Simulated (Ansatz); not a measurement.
# Cs2InAgCl6: the cost of one run

Program: Ansatz 0.2.0, driven from Python. Level of theory: DFT r2SCAN, plane waves, PAW. These are calculated values, not measurements.

### Step 1. The structure

Symmetry: Fm-3m, No. 225, cubic system. The conventional cell has a = 10.469 Å, b = 10.469 Å, c = 10.469 Å, α = 90.00°, β = 90.00°, γ = 90.00°. Around Cs (site symmetry -43m) lie 12 Cl at 3.70 Å. In (site symmetry m-3m) has 6 Cl at 2.51 Å as nearest neighbours. Around Ag (site symmetry m-3m) lie 6 Cl at 2.72 Å. Cl (site symmetry 4mm) has 1 In at 2.51 Å and 1 Ag at 2.72 Å as nearest neighbours.

The script holds or builds the structure itself.

### Step 2. Script

The input, bands_cs2inagcl6.py:

```python
"""Band structure of Cs2InAgCl6."""

from collections import Counter
import json
import logging
import sys
import warnings

import ansatz
import numpy as np

logging.basicConfig(stream=sys.stdout, format="%(name)s: %(message)s")
log = logging.getLogger("cs2inagcl6")
log.setLevel(logging.INFO)

warnings.simplefilter("ignore", ansatz.DeckWarning)

cs2inagcl6 = (
    ansatz.Lattice.of((0.0, 5.2345, 5.2345), (5.2345, 0.0, 5.2345), (5.2345, 5.2345, 0.0))
    .atom("Cs", (0.25, 0.25, 0.25))
    .atom("Cs", (0.75, 0.75, 0.75))
    .atom("In", (0.0, 0.0, 0.0))
    .atom("Ag", (0.5, 0.5, 0.5))
    .atom("Cl", (0.76021, 0.23979, 0.23979))
    .atom("Cl", (0.23979, 0.76021, 0.23979))
    .atom("Cl", (0.23979, 0.76021, 0.76021))
    .atom("Cl", (0.76021, 0.23979, 0.76021))
    .atom("Cl", (0.23979, 0.23979, 0.76021))
    .atom("Cl", (0.76021, 0.76021, 0.23979))
)

# high-symmetry points in fractions of the reciprocal vectors
path = [
    ("K", (0.375, 0.375, 0.75)),
    ("G", (0.0, 0.0, 0.0)),
    ("L", (0.5, 0.5, 0.5)),
    ("W", (0.5, 0.25, 0.75)),
    ("X", (0.5, 0.0, 0.5)),
]
model = (
    cs2inagcl6.calculation()
    .functional("r2scan")
    .basis(600)
    .kpoints(spacing=0.37)
    .occupations("gaussian", width=0.01)
    .scf(tolerance=1e-07)
    .band_structure([point for _, point in path], intervals=6)
    .scf(extra_bands=6)
    .density_of_states(energy_step=0.05, projected=True)
)
done = model.run(events_out="events.ndjson")
rep = done.report
with open("events.ndjson") as stream:
    kinds = Counter(json.loads(line)["event"] for line in stream)
print("events:", {kind: kinds[kind] for kind in ("scf_iter", "scf_done", "notice", "finished")})

n_atoms = len(rep["lattice"]["sites"])
print("F =", round(rep["free_energy_ev"], 4), "eV for", n_atoms, "atoms")
print("E(sigma -> 0) =", round(rep["energy_sigma0_ev"], 4), "eV, TS =", round(rep["entropy_ts_ev"], 5), "eV")
print("closed by", rep["closed_by"], "after", rep["n_iterations"], "iterations")

# first and second moments of the projected d states
dos = done.density_of_states()
energy = np.asarray(dos.energies_ev) - dos.fermi_ev
window = (energy > -12) & (energy < 3)
for index, site in enumerate(done.projected_density_of_states().sites):
    for shell in site.shells:
        if shell.l == 2:
            g = sum(np.sum(part.g_bin_mean_per_ev, axis=0) for part in shell.curves)[window]
            if g.sum() > 1e-6:
                centre = (g * energy[window]).sum() / g.sum()
                width = np.sqrt((g * (energy[window] - centre) ** 2).sum() / g.sum())
                log.info(f"site {index} {site.species} {shell.label}: centre {centre:.3f} eV, rms width {width:.3f} eV")

bands = done.band_structure()
fermi = bands.fermi_energy_ev
log.info(f"zero of the bands: {fermi:.3f} eV, the Fermi level found on the SCF mesh")
for spin, channel in enumerate(bands.channels):
    levels = channel.eigenvalues_ev - fermi
    crossing = [b for b in range(levels.shape[1]) if levels[:, b].min() < 0 < levels[:, b].max()]
    print(f"channel {spin}: bands that cross the Fermi level on this path:", [b + 1 for b in crossing] or "none")
    shown = crossing or sorted(np.argsort(np.abs(levels).min(axis=0))[:2])
    for k, row in zip(bands.kpoints_frac, levels[:, shown]):
        print(f"{k[0]:7.3f} {k[1]:7.3f} {k[2]:7.3f}  ", " ".join(f"{e:8.3f}" for e in row))
```

### Step 3. The input behind the calls

The engine receives this input:

```yaml
crystal:
  lattice:
    - [0.0, 5.2345, 5.2345]
    - [5.2345, 0.0, 5.2345]
    - [5.2345, 5.2345, 0.0]
  atoms:
    - { symbol: Cs, position: [0.25, 0.25, 0.25] }
    - { symbol: Cs, position: [0.75, 0.75, 0.75] }
    - { symbol: In, position: [0.0, 0.0, 0.0] }
    - { symbol: Ag, position: [0.5, 0.5, 0.5] }
    - { symbol: Cl, position: [0.76021, 0.23979, 0.23979] }
    - { symbol: Cl, position: [0.23979, 0.76021, 0.23979] }
    - { symbol: Cl, position: [0.23979, 0.76021, 0.76021] }
    - { symbol: Cl, position: [0.76021, 0.23979, 0.76021] }
    - { symbol: Cl, position: [0.23979, 0.23979, 0.76021] }
    - { symbol: Cl, position: [0.76021, 0.76021, 0.23979] }
basis:
  ecutwfc: 600.0
kpoints:
  mp_grid:
    kspacing: 0.37
  band_path:
    path:
      - [0.375, 0.375, 0.75]
      - [0.0, 0.0, 0.0]
      - [0.5, 0.5, 0.5]
      - [0.5, 0.25, 0.75]
      - [0.5, 0.0, 0.5]
    npoints: 6
hamiltonian:
  xc: r2scan
scf:
  n_extra_bands: 6
  convergence:
    dr2_threshold: 1.0e-07
  occupations:
    method: gaussian
    width: 0.01
output:
  dos:
    de: 0.05
    projected: true
```

### Step 4. Running it

On the command line:

```bash
$ python bands_cs2inagcl6.py
```

**Question.** How long does this script take on 1 thread of INTEL XEON PLATINUM 8581C at 2.30GHz (Emerald Rapids), shared host, and how much memory does it need?

About 18 s, with a peak of 1.4 GiB.
